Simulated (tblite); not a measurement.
# C2H11BGa3N3: the cost of one run

Programs: tblite 0.8.0 and PySCF 2.14.0. All values are calculated, for the isolated system unless a continuum is named. Atoms count from 0, parts from 1.

## 1. The system as given

20 atoms, charge 0, multiplicity 1; geometry: distance geometry start.

## 2. Relaxing the cluster with GFN2-xTB

What the job is given:

```
{"job": {"kind": "relax", "xc": "GFN2-xTB", "basis": "xTB"}, "charge": 0, "multiplicity": 1}
N      1.048410    -1.157120     1.631582
Ga     0.083196    -2.737187     1.070892
N     -1.100460    -2.517117    -0.419724
Ga    -2.080891    -0.858961    -0.505662
N     -1.756970     0.364812     0.951282
Ga     0.057092     0.511476     1.592151
B      1.124269     2.169266     0.955284
C      0.370670     3.549408     1.075569
C      2.007706     1.969223    -0.328471
H      1.678523    -1.264575     2.431833
H      0.863588    -4.037421     1.134216
H     -0.742486    -2.892368    -1.323833
H     -2.215375    -0.240794    -1.897624
H     -2.274399     1.234333     0.861721
H      0.814075     4.083766     1.831071
H     -0.615975     3.356823     1.308060
H      0.454907     4.066593     0.187116
H      2.887645     1.468529    -0.060792
H      2.223781     2.882722    -0.745042
H      1.485670     1.390973    -1.051695
```

With the program's defaults for keys left out, this is: GFN2-xTB geometry optimisation, gas phase.

The run is started by

```console
$ OMP_NUM_THREADS=1 python cluster_run.py task.json out
```

The driver reads the jobs from task.json and runs them one after another.

**Question.** How long does this first job take on 1 thread of Intel Xeon at 2.50GHz, shared host?

About 17 s.
